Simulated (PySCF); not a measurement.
# H6OSeSi2: the cost of one run

The runs use PySCF 2.14.0, with density-fitted response routines of our own; the level of theory stands in each step. All values are computed, except where a source is named. Atoms count from 0, in the outputs and in this text.

## (1) The molecule as given

10 atoms, charge 0, multiplicity 1; geometry from: GFN2-xTB. The atoms were then displaced at random by about 0.01 Å, so the start is not that level's minimum.

Bonds of the start (Å): O0–Si1 1.62, Si1–Si2 2.29, Si2–Se3 2.35, O0–H4 0.98, Si1–H5 1.46, Si1–H6 1.47, Si2–H7 1.48, Si2–H8 1.46, Se3–H9 1.43.

## (2) Relaxing the molecule at PBE0-D3(BJ)/def2-SVP

What the job is given:

```
{"job": {"xc": "PBE0", "basis": "def2-SVP", "d3": "d3bj", "grid": 1, "shake": 0.01, "kind": "geom"}, "charge": 0, "multiplicity": 1}
O     -2.023850     0.156630     0.760420
Si    -0.946670     0.439020    -0.409970
Si     0.785230    -0.741800     0.514880
Se     2.738550    -0.576750    -0.787390
H     -2.932980     0.525500     0.708770
H     -1.445800    -0.037190    -1.700940
H     -0.700020     1.883850    -0.572790
H      1.258900    -0.314430     1.855360
H      0.658660    -2.190270     0.592420
H      2.658400     0.834520    -0.981820
```

Command:

```sh
$ OMP_NUM_THREADS=1 python probes_run.py task.json out
```

The driver reads the jobs from task.json and runs them one after another.

**Question.** How long does this first job take on 1 thread of AMD EPYC 9R45, shared host, and how much memory does it need?

About 24 s, with a peak of 0.46 GiB.
